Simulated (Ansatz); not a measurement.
**GaH₈NSi (built from SMILES N.[SiH3][GaH2]): search for a transition state, part 1 of 2**

Aim: find the saddle point of a four-centre ligand exchange that is to form Ga1–N6, Si2–H5 and break Ga1–Si2, H5–N6, prove it by its vibrations, and relax downhill on both sides to see what it joins.

Program: Ansatz 0.2.0, Gaussian basis. Level of theory: PBE0-D4, def2-SVP first, then def2-TZVP. These are calculated values, not measurements.

152 further runs of the same task are left out: 152 set aside as unsound or not needed.

## Step 1: Where the work starts

The guess: 11 atoms, charge 0, spin multiplicity 1.

Atoms are counted from 1 here; the program's logs count them from 0.

Bond lengths: Ga1–Si2 2.553 Å, Ga1–H3 1.558 Å, Ga1–H4 1.558 Å, Ga1–H5 1.810 Å, Ga1–N6 1.975 Å, Si2–H7 1.475 Å, Si2–H8 1.476 Å, Si2–H9 1.479 Å, N6–H10 1.016 Å, N6–H11 1.016 Å. Angles: Si2–Ga1–H3 110.2°, Si2–Ga1–H4 110.9°, Si2–Ga1–H5 49.7°, Si2–Ga1–N6 93.8°, H3–Ga1–H4 115.8°, H3–Ga1–H5 121.7°, H3–Ga1–N6 111.8°, H4–Ga1–H5 122.5°, H4–Ga1–N6 112.3°, H5–Ga1–N6 44.1°, Ga1–Si2–H7 119.5°, Ga1–Si2–H8 125.3°, Ga1–Si2–H9 94.7°, H7–Si2–H8 105.2°, H7–Si2–H9 104.2°, H8–Si2–H9 103.7°, Ga1–N6–H10 125.7°, Ga1–N6–H11 125.6° and more.

Geometry (Å):

```
Ga   -0.3605    0.0395   -1.1335
Si    0.4867   -1.3009    0.8670
H     0.6944    0.0191   -2.2804
H    -1.8012   -0.4036   -1.5296
H     0.0663    0.5781    0.5410
N    -0.3480    1.7556   -0.1553
H     1.9153   -1.2417    1.2295
H    -0.2300   -1.4675    2.1463
H     0.3334   -2.6144    0.2052
H    -1.1499    2.1859    0.2975
H     0.3935    2.4499   -0.1877
```

Distances that are to change: Ga1–N6 1.98 Å, Si2–H5 1.95 Å, Ga1–Si2 2.55 Å, H5–N6 1.43 Å.

## Step 2: Constrained relaxation of the guess

Contents of hold/in.yaml:

```yaml
crystal:
  periodic: [false, false, false]
  atoms:
    - {symbol: Ga, position_ang: [-0.360500, 0.039500, -1.133500]}
    - {symbol: Si, position_ang: [0.486700, -1.300900, 0.867000]}
    - {symbol: H, position_ang: [0.694400, 0.019100, -2.280400]}
    - {symbol: H, position_ang: [-1.801200, -0.403600, -1.529600]}
    - {symbol: H, position_ang: [0.066300, 0.578100, 0.541000]}
    - {symbol: N, position_ang: [-0.348000, 1.755600, -0.155300]}
    - {symbol: H, position_ang: [1.915300, -1.241700, 1.229500]}
    - {symbol: H, position_ang: [-0.230000, -1.467500, 2.146300]}
    - {symbol: H, position_ang: [0.333400, -2.614400, 0.205200]}
    - {symbol: H, position_ang: [-1.149900, 2.185900, 0.297500]}
    - {symbol: H, position_ang: [0.393500, 2.449900, -0.187700]}
basis:
  gaussian: {orbitals: def2-SVP}
hamiltonian: {xc: pbe0, dispersion: d4}
relax: {f_tol: 0.04, max_steps: 150, escape_saddle: false, constraints: [{distance: [0, 5]}, {distance: [1, 4]}, {distance: [0, 1]}, {distance: [4, 5]}]}
```

Command:

```console
> ansatz run in.yaml --threads 4 --pin off --events-out ev --progress --plain --max-ram 9574MiB
```

Log (excerpt; [...] marks lines left out):

```text
Functional definition: PBE0
  name "PBE0"
  cite "Adamo & Barone, J. Chem. Phys. 110, 6158 (1999) doi:10.1063/1.478522"
  cite "Perdew, Burke & Ernzerhof, Phys. Rev. Lett. 77, 3865 (1996) doi:10.1103/PhysRevLett.77.3865"
  parent pbe
[...]
1114 factors; integrals over basis functions are off by at most 3.9e-4 eV
[...]
mean field -61851.73400144 eV, -2273.0092999420 hartree, gradient 7.9e-5 eV, S^2 0.000000; 0 other end points of the search recorded, 0 dependent functions left out
[...]
reference -61851.73403302 eV, -2273.0093011025 hartree; 30, 30 occupied and 74, 74 virtual orbitals, 1114 factors
relax step   1: F+E_penalty+E_count = -61851.91698209 eV  Δ(F+E_penalty+E_count) = +0.000e0 eV  max|allowed force component| = 4.616e-1 eV/Å  Δτ_max = 0.0000 Å  (24 SCF iters, accepted)
[...]
relax step   3: F+E_penalty+E_count = -61852.03943163 eV  Δ(F+E_penalty+E_count) = -1.269e-2 eV  max|allowed force component| = 9.174e-2 eV/Å  Δτ_max = 0.0498 Å  (25 SCF iters, accepted)
[...]
relax step   4: F+E_penalty+E_count = -61852.04180026 eV  Δ(F+E_penalty+E_count) = -2.369e-3 eV  max|allowed force component| = 3.559e-2 eV/Å  Δτ_max = 0.0151 Å  (26 SCF iters, accepted)
  distance Ga 0 - N 5 held at 1.975356 Å   reaction = -5.8074e-1 eV/Å
  distance Si 1 - H 4 held at 1.952858 Å   reaction = -2.1329e-3 eV/Å
  distance Ga 0 - Si 1 held at 2.552728 Å   reaction = -4.1692e-1 eV/Å
  distance H 4 - N 5 held at 1.429330 Å   reaction = +1.8913e0 eV/Å
1114 factors; integrals over basis functions are off by at most 4.0e-4 eV
[...]
mean field -61851.85684114 eV, -2273.0138142176 hartree, gradient 4.3e-5 eV, S^2 0.000000; 1 other end points of the search recorded, 0 dependent functions left out
[...]
reference -61851.85687252 eV, -2273.0138153707 hartree; 30, 30 occupied and 74, 74 virtual orbitals, 1114 factors
Total energy: -61852.04183164 eV, -2273.0206124932 hartree
Atom 0 at    -0.370043     0.043719    -1.153511 Å, force    -0.139676    -0.251079    -0.594686 eV/Å
Atom 1 at     0.488612    -1.302100     0.838449 Å, force     0.142745    -0.202777     0.349709 eV/Å
Atom 2 at     0.806979     0.005169    -2.186225 Å, force     0.002661    -0.013659    -0.000010 eV/Å
Atom 3 at    -1.846383    -0.426882    -1.377957 Å, force    -0.001427    -0.010514     0.009379 eV/Å
Atom 4 at     0.075393     0.590793     0.593787 Å, force    -0.553350     1.539311    -0.983270 eV/Å
Atom 5 at    -0.342025     1.741511    -0.144180 Å, force     0.559582    -0.991400     1.294380 eV/Å
Atom 6 at     1.941839    -1.210854     1.198399 Å, force    -0.010544    -0.001607    -0.007015 eV/Å
Atom 7 at    -0.283297    -1.439094     2.118953 Å, force     0.000086    -0.008361    -0.017315 eV/Å
Atom 8 at     0.305185    -2.596600     0.096118 Å, force    -0.003635     0.010193    -0.020005 eV/Å
Atom 9 at    -1.178433     2.165177     0.250463 Å, force    -0.003054    -0.035593    -0.014663 eV/Å
Atom 10 at     0.402173     2.429160    -0.234296 Å, force     0.006611    -0.034515    -0.016504 eV/Å
Dipole moment:    -0.065640     0.628528     0.142735 e Å
```

It took 8 s on 4 threads of Arm Neoverse V2, shared host.

Step by step:

```
step  energy from step 1 (eV)  largest force component (eV/Å)
   1                   0.0000                          0.4616
   2                  -0.1098                          0.1752
   3                  -0.1224                          0.0917
   4                  -0.1248                          0.0356
```

Close pairs (by a distance rule), those that changed most:

```
  bond  before (Å)  after (Å)  change (Å)
Ga1–H5       1.810      1.884      +0.074
Si2–H8       1.476      1.501      +0.026
Si2–H7       1.475      1.500      +0.025
Si2–H9       1.479      1.503      +0.025
Ga1–H3       1.558      1.566      +0.008
Ga1–H4       1.558      1.566      +0.007
N6–H11       1.016      1.017      +0.001
N6–H10       1.016      1.017      +0.001
```

## Step 3: Force constants to start from

Contents of hessian/in.yaml:

```yaml
crystal:
  periodic: [false, false, false]
  atoms:
    - {symbol: Ga, position_ang: [-0.370043, 0.043719, -1.153511]}
    - {symbol: Si, position_ang: [0.488612, -1.302100, 0.838449]}
    - {symbol: H, position_ang: [0.806979, 0.005169, -2.186225]}
    - {symbol: H, position_ang: [-1.846383, -0.426882, -1.377957]}
    - {symbol: H, position_ang: [0.075393, 0.590793, 0.593787]}
    - {symbol: N, position_ang: [-0.342025, 1.741511, -0.144180]}
    - {symbol: H, position_ang: [1.941839, -1.210854, 1.198399]}
    - {symbol: H, position_ang: [-0.283297, -1.439094, 2.118953]}
    - {symbol: H, position_ang: [0.305185, -2.596600, 0.096118]}
    - {symbol: H, position_ang: [-1.178433, 2.165177, 0.250463]}
    - {symbol: H, position_ang: [0.402173, 2.429160, -0.234296]}
basis:
  gaussian: {orbitals: def2-SVP}
hamiltonian: {xc: pbe0, dispersion: d4}
phonons: {}
scf: {lower_state_search: off}
```

Command:

```console
> ansatz run in.yaml --threads 4 --pin off --events-out ev --progress --plain --max-ram 9574MiB
```

Log (excerpt; [...] marks lines left out):

```text
[... 5 set-up lines as earlier in the session ...]
[...]
1112 factors; integrals over basis functions are off by at most 4.7e-4 eV
[...]
mean field -61851.85683809 eV, -2273.0138141056 hartree, gradient 3.9e-6 eV, S^2 0.000000; 0 other end points of the search recorded, 0 dependent functions left out
[...]
reference -61851.85686947 eV, -2273.0138152587 hartree; 30, 30 occupied and 74, 74 virtual orbitals, 1112 factors
[... from here to the last solve, the lines of the solves are left out (65 solves) ...]
1112 factors; integrals over basis functions are off by at most 4.7e-4 eV
mean field -61851.85687426 eV, -2273.0138154347 hartree, gradient 2.1e-6 eV, S^2 0.000000; 0 other end points of the search recorded, 0 dependent functions left out
[...]
WARN: phonons: modes at or below zero, which the zero-point energy, F, S and C_V leave out: 1, the lowest at -1440.36 cm⁻¹. A minimum has none, and a first-order saddle one
[...]
Atom 4 at     0.075393     0.590793     0.593787 Å, force    -0.553351     1.539309    -0.983269 eV/Å
Atom 5 at    -0.342025     1.741511    -0.144180 Å, force     0.559598    -0.991413     1.294370 eV/Å
Atom 6 at     1.941839    -1.210854     1.198399 Å, force    -0.010542    -0.001605    -0.007017 eV/Å
Atom 7 at    -0.283297    -1.439094     2.118953 Å, force     0.000090    -0.008360    -0.017321 eV/Å
Atom 8 at     0.305185    -2.596600     0.096118 Å, force    -0.003634     0.010202    -0.020000 eV/Å
Atom 9 at    -1.178433     2.165177     0.250463 Å, force    -0.003070    -0.035583    -0.014656 eV/Å
Atom 10 at     0.402173     2.429160    -0.234296 Å, force     0.006612    -0.034511    -0.016505 eV/Å
Dipole moment:    -0.065640     0.628528     0.142735 e Å
Vibrations: -1440.36 95.71 206.21 287.78 319.21 349.52 382.32 462.86 524.19 527.76 636.73 660.89 716.59 721.85 860.28 918.49 937.07 1291.02 1448.90 1559.25 1975.25 1987.06 2180.49 2195.09 2205.11 3563.14 3680.18 cm⁻¹, zero-point energy 1.902721 eV
Checks for a lower state left out: stability, starts, cluster_reference, orbital_swaps, neighbouring_geometries, increment
```

Run time: 64 s. Hardware: 4 threads of Arm Neoverse V2, shared host.

The structure is not stationary yet, so these wavenumbers are no spectrum; the search needs only the force constants.

## Step 4: Saddle search in the small basis

A small driver takes partitioned rational-function steps: uphill along one mode, downhill along the rest. It calls the program once a step for energy and forces and updates the Hessian by Bofill's formula. It stops when the largest force is under 0.04 eV/Å and the followed curvature is negative. The first step's input:

Contents of presaddle/in.yaml:

```yaml
crystal:
  periodic: [false, false, false]
  atoms:
    - {symbol: Ga, position_ang: [-0.370043, 0.043719, -1.153511]}
    - {symbol: Si, position_ang: [0.488612, -1.302100, 0.838449]}
    - {symbol: H, position_ang: [0.806979, 0.005169, -2.186225]}
    - {symbol: H, position_ang: [-1.846383, -0.426882, -1.377957]}
    - {symbol: H, position_ang: [0.075393, 0.590793, 0.593787]}
    - {symbol: N, position_ang: [-0.342025, 1.741511, -0.144180]}
    - {symbol: H, position_ang: [1.941839, -1.210854, 1.198399]}
    - {symbol: H, position_ang: [-0.283297, -1.439094, 2.118953]}
    - {symbol: H, position_ang: [0.305185, -2.596600, 0.096118]}
    - {symbol: H, position_ang: [-1.178433, 2.165177, 0.250463]}
    - {symbol: H, position_ang: [0.402173, 2.429160, -0.234296]}
basis:
  gaussian: {orbitals: def2-SVP}
hamiltonian: {xc: pbe0, dispersion: d4}
output: {forces: true}
scf: {lower_state_search: off}
```

Command:

```console
> ansatz run in.yaml --threads 4 --pin off --events-out ev --progress --plain --max-ram 9574MiB
```

The driver's record:

```
step   energy (eV)  largest force (eV/Å)  followed curvature (eV/Å²)
   1  -61852.04182                1.5393                      -12.64
   2  -61852.02987                0.3628                      -12.72
   3  -61852.04113                0.1252                      -12.88
   4  -61852.04266                0.1013                      -12.89
   5  -61852.04285                0.0644                      -12.90
   6  -61852.04295                0.0297                      -12.96
```

The 6 steps took 6.7 s in all (4 threads of Arm Neoverse V2, shared host).

## Step 5: Saddle search in triple zeta

A small driver takes partitioned rational-function steps: uphill along one mode, downhill along the rest. It calls the program once a step for energy and forces and updates the Hessian by Bofill's formula. It stops when the largest force is under 0.01 eV/Å and the followed curvature is negative. The first step's input:

Contents of saddle/in.yaml:

```yaml
crystal:
  periodic: [false, false, false]
  atoms:
    - {symbol: Ga, position_ang: [-0.448542, 0.134238, -1.246419]}
    - {symbol: Si, position_ang: [0.514847, -1.244216, 0.942513]}
    - {symbol: H, position_ang: [0.742020, -0.036221, -2.242284]}
    - {symbol: H, position_ang: [-1.897010, -0.445514, -1.331893]}
    - {symbol: H, position_ang: [0.113219, 0.469692, 0.542788]}
    - {symbol: N, position_ang: [-0.301447, 1.717275, -0.109995]}
    - {symbol: H, position_ang: [1.949222, -1.204146, 1.374207]}
    - {symbol: H, position_ang: [-0.336519, -1.569263, 2.132011]}
    - {symbol: H, position_ang: [0.385024, -2.404645, -0.007880]}
    - {symbol: H, position_ang: [-1.141209, 2.173211, 0.240011]}
    - {symbol: H, position_ang: [0.420396, 2.409590, -0.293059]}
basis:
  gaussian: {orbitals: def2-TZVP}
hamiltonian: {xc: pbe0, dispersion: d4}
output: {forces: true}
scf: {lower_state_search: off}
```

Command:

```console
> ansatz run in.yaml --threads 4 --pin off --events-out ev --progress --plain --max-ram 9574MiB
```

The driver's record:

```
step   energy (eV)  largest force (eV/Å)  followed curvature (eV/Å²)
   1  -61863.39249                0.3710                      -12.96
   2  -61863.39485                0.0688                      -12.96
   3  -61863.39556                0.0472                      -12.95
   4  -61863.39581                0.0369                      -12.95
   5  -61863.39581                0.0183                      -12.96
   6  -61863.39587                0.0283                      -12.98
   7  -61863.39590                0.0063                      -13.17
```

The 7 steps took 14 s in all (4 threads of Arm Neoverse V2, shared host).

Geometry at the end of the search:

```xyz
11

Ga   -0.4461    0.1301   -1.2463
Si    0.5126   -1.2461    0.9372
H     0.7393   -0.0285   -2.2482
H    -1.8962   -0.4372   -1.3435
H     0.1089    0.4693    0.5287
N    -0.2978    1.7111   -0.0992
H     1.9388   -1.1902    1.3646
H    -0.3316   -1.5477    2.1272
H     0.3869   -2.4169    0.0124
H    -1.1345    2.1578    0.2493
H     0.4200    2.3983   -0.2822
```

Followed mode, largest move set to 1: H5 (0.21, -0.97, 0.16); N6 (-0.15, 0.27, -0.34); Ga1 (-0.07, 0.40, -0.04); H9 (-0.04, 0.18, -0.05).

## Step 6: Checking the order of the point

Contents of vib/in.yaml:

```yaml
crystal:
  periodic: [false, false, false]
  atoms:
    - {symbol: Ga, position_ang: [-0.446139, 0.130144, -1.246325]}
    - {symbol: Si, position_ang: [0.512559, -1.246088, 0.937163]}
    - {symbol: H, position_ang: [0.739290, -0.028497, -2.248190]}
    - {symbol: H, position_ang: [-1.896186, -0.437248, -1.343545]}
    - {symbol: H, position_ang: [0.108873, 0.469296, 0.528747]}
    - {symbol: N, position_ang: [-0.297840, 1.711053, -0.099168]}
    - {symbol: H, position_ang: [1.938784, -1.190217, 1.364640]}
    - {symbol: H, position_ang: [-0.331644, -1.547653, 2.127162]}
    - {symbol: H, position_ang: [0.386874, -2.416899, 0.012392]}
    - {symbol: H, position_ang: [-1.134523, 2.157786, 0.249338]}
    - {symbol: H, position_ang: [0.419953, 2.398323, -0.282214]}
basis:
  gaussian: {orbitals: def2-TZVP}
hamiltonian: {xc: pbe0, dispersion: d4}
phonons: {temperatures: {t_min: 298.15, t_max: 900, t_step: 200}}
```

Command:

```console
> ansatz run in.yaml --threads 4 --pin off --events-out ev --progress --plain --max-ram 9574MiB
```

Log (excerpt; [...] marks lines left out):

```text
[... 5 set-up lines as earlier in the session ...]
[...]
1188 factors; their error is unknown
[...]
mean field -61863.21207748 eV, -2273.4311114560 hartree, gradient 2.3e-5 eV, S^2 0.000000; 0 other end points of the search recorded, 0 dependent functions left out
[...]
reference -61863.21211399 eV, -2273.4311127977 hartree; 30, 30 occupied and 134, 134 virtual orbitals, 1188 factors
[... from here to the last solve, the lines of the solves are left out (65 solves) ...]
1188 factors; their error is unknown
mean field -61863.21207295 eV, -2273.4311112897 hartree, gradient 1.9e-6 eV, S^2 0.000000; 0 other end points of the search recorded, 0 dependent functions left out
[...]
WARN: phonons: modes at or below zero, which the zero-point energy, F, S and C_V leave out: 1, the lowest at -1378.79 cm⁻¹. A minimum has none, and a first-order saddle one
[...]
Atom 3 at    -1.896186    -0.437248    -1.343545 Å, force    -0.001507    -0.000607    -0.000260 eV/Å
Atom 4 at     0.108873     0.469296     0.528747 Å, force    -0.000310    -0.000424     0.000074 eV/Å
Atom 5 at    -0.297840     1.711053    -0.099168 Å, force     0.000199    -0.000939     0.002301 eV/Å
Atom 6 at     1.938784    -1.190217     1.364640 Å, force     0.000742     0.000111     0.000459 eV/Å
Atom 7 at    -0.331644    -1.547653     2.127162 Å, force    -0.000628    -0.000288     0.001351 eV/Å
Atom 8 at     0.386874    -2.416899     0.012392 Å, force    -0.000273     0.001360     0.003034 eV/Å
Atom 9 at    -1.134523     2.157786     0.249338 Å, force    -0.000950     0.000867     0.000241 eV/Å
Atom 10 at     0.419953     2.398323    -0.282214 Å, force     0.000523     0.000261    -0.000966 eV/Å
Dipole moment:    -0.080903     0.498120    -0.011693 e Å
Vibrations: -1378.79 110.24 162.45 224.39 322.60 330.65 354.11 433.42 481.25 561.26 574.34 645.59 717.69 765.72 876.83 921.03 937.25 1183.02 1428.54 1573.21 1991.14 2004.13 2168.44 2203.99 2214.01 3549.04 3663.75 cm⁻¹, zero-point energy 1.884442 eV
```

It took 1.8 min on 4 threads of Arm Neoverse V2, shared host.

Wavenumbers and character of the modes:

```
mode  wavenumber (cm⁻¹)                character
   1              1379i    changes Si2–H5, H5–N6
   2                110                  torsion
   3                162  Ga–Si stretch with bend
   4                224        torsion with bend
   5                323        torsion with bend
   6                331        bend with torsion
   7                354  bend with Ga–Si stretch
   8                433        bend with torsion
   9                481                     bend
  10                561             Ga–N stretch
  11                574                  torsion
  12                646        torsion with bend
  13                718        bend with torsion
  14                766                     bend
  15                877                     bend
  16                921        torsion with bend
  17                937                     bend
  18               1183                     bend
  19               1429             Ga–H stretch
  20               1573                     bend
  21               1991             Ga–H stretch
  22               2004             Ga–H stretch
  23               2168             Si–H stretch
  24               2204             Si–H stretch
  25               2214             Si–H stretch
  26               3549              N–H stretch
  27               3664              N–H stretch
```

Vibrational sums (real modes only):

```
T (K)  entropy (J/mol/K)  heat capacity (J/mol/K)
  298               64.3                     82.2
  498              115.8                    118.7
  698              159.9                    142.7
  898              198.0                    159.6
```

(Continued in part 2 of 2.)
